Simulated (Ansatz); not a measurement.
# ZrCl4: geometry, orbitals and charge

Aim: characterise ZrCl4 as a singlet: its structure, frontier levels and distribution of charge.

The runs use Ansatz 0.2.0, Gaussian basis; RKS PBE0-D4/def2-TZVP.

Plan: relaxation at r2SCAN-D4/def2-SVP; a search for the lowest solution at PBE0-D4/def2-SVP; a single point at PBE0-D4/def2-TZVP; harmonic vibrations at r2SCAN-D4/def2-SVP.

1 further run of the same task is left out (set aside as unsound or not needed).

## (1) Starting geometry

5 atoms, charge 0, spin multiplicity 1.

Atoms are counted from 1 here; the program's logs count them from 0.

Bond lengths: Zr1–Cl2 2.251 Å, Zr1–Cl3 2.252 Å, Zr1–Cl4 2.251 Å, Zr1–Cl5 2.251 Å. Angles: Cl2–Zr1–Cl3 109.5°, Cl2–Zr1–Cl4 109.5°, Cl2–Zr1–Cl5 109.5°, Cl3–Zr1–Cl4 109.5°, Cl3–Zr1–Cl5 109.5°, Cl4–Zr1–Cl5 109.5°.

Geometry (Å):

```xyz
5
Cl4Zr
Zr   -0.00012   -0.00011   -0.00006
Cl    0.01049   -0.01434    2.25130
Cl    2.11926    0.01032   -0.76015
Cl   -1.06960    1.84014   -0.73377
Cl   -1.06002   -1.83601   -0.75732
```

Formally the metal is d0. Zr takes a core potential in the def2 sets. No spin-orbit coupling is included.

The start is a GFN2-xTB geometry.

## (2) Relaxation at r2SCAN-D4/def2-SVP

in.yaml

```yaml
crystal:
  periodic: [false, false, false]
  atoms:
    - {symbol: Zr, position_ang: [-0.000120, -0.000110, -0.000060]}
    - {symbol: Cl, position_ang: [0.010490, -0.014340, 2.251300]}
    - {symbol: Cl, position_ang: [2.119260, 0.010320, -0.760150]}
    - {symbol: Cl, position_ang: [-1.069600, 1.840140, -0.733770]}
    - {symbol: Cl, position_ang: [-1.060020, -1.836010, -0.757320]}
basis:
  gaussian: {orbitals: def2-SVP}
hamiltonian: {xc: r2scan, dispersion: d4}
scf: {omitted_lower_state_checks: [starts]}
output: {orbitals: {seedname: orbitals}}
relax: {f_tol: 0.02, max_steps: 100}
```

On the command line:

```sh
$ ansatz run in.yaml --threads 2 --pin off --events-out ev --progress --plain --max-ram 4352MiB
```

After this run come: Searching for the lowest solution, PBE0-D4/def2-SVP; Single point, PBE0-D4/def2-TZVP; Vibrations by finite differences.

**Question.** What will the summary of the whole plan be? Wanted: point group; near neighbours of the metal; HOMO, LUMO at PBE0-D4/def2-TZVP; charge on the metal; dipole at r2SCAN-D4/def2-SVP; lowest, highest wavenumber.

As calculated:

```
                                         quantity                                 value
                                      point group                                    Td
                     near neighbours of the metal  Cl 2.33, Cl 2.33, Cl 2.33, Cl 2.33 Å
                  HOMO, LUMO at PBE0-D4/def2-TZVP                       -9.73, -2.78 eV
charge on the metal (Mulliken, PBE0-D4/def2-TZVP)                               +1.34 e
                     dipole at r2SCAN-D4/def2-SVP                                0.00 D
                       lowest, highest wavenumber                          96, 430 cm⁻¹
```

**Reading.** The molecule keeps its bonding pattern by the stored test; the atoms moved 0.07 Å (rms). The Mulliken charge of the metal, +1.34 e, depends on the basis and isn't its oxidation state. All wavenumbers are real: a minimum at this level. Whether this spin is the lowest isn't tested here.
